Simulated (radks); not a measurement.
# Ni⁴⁺ in [Ar] 3d6: an all-electron calculation

What are the levels of the nickel ion Ni4+, how large are its shells, and how does its energy divide?

Method: Dirac Kohn-Sham, PBE, spin-unpolarised, spherical densities, finite nucleus; open shells fill j = l - 1/2 first. Code: radks (a radial shooting solver on a logarithmic mesh, Libxc functionals) version 1.

**1. The atom as given**

- element: nickel (Z = 28)
- charge: +4
- electrons: 24
- configuration: [Ar] 3d6
- nuclear rms radius: 3.7757 fm

**2. The run**

The run's settings:

```text
Z 28
configuration [Ar] 3d6 4s0 4p0
relativity Dirac
functional pbe,pbe
spin unpolarised
j_filling energy
nucleus finite rms 3.7757 fm
c 137.035999084
```

Q: Predict the outcome of this run.

The runs gave:

```
                        quantity                    value
                    total energy      -1516.11836 hartree
exchange-correlation share of it                   4.05 %
                            −T/E                   1.0163
          highest occupied level        3d5/2, -68.304 eV
    most extended occupied level  3d5/2, <r> = 0.842 bohr
 radius at density 0.001 e/bohr³                2.46 bohr
    maxima of the radial density                        3
         ionisation energy, NIST      76.1 (semi-emp.) eV
```

**Reading.** The radial density shows 3 maxima for 3 occupied principal shells. −T/E is 1.016: with relativity the kinetic term as defined here no longer equals −E. The top level binds by 68.304 eV, 90 % of the NIST ionisation energy of 76.1 eV; the potential of a semilocal functional falls off too fast, so its top eigenvalue is too shallow. Spin polarisation and multiplet splitting are left out.
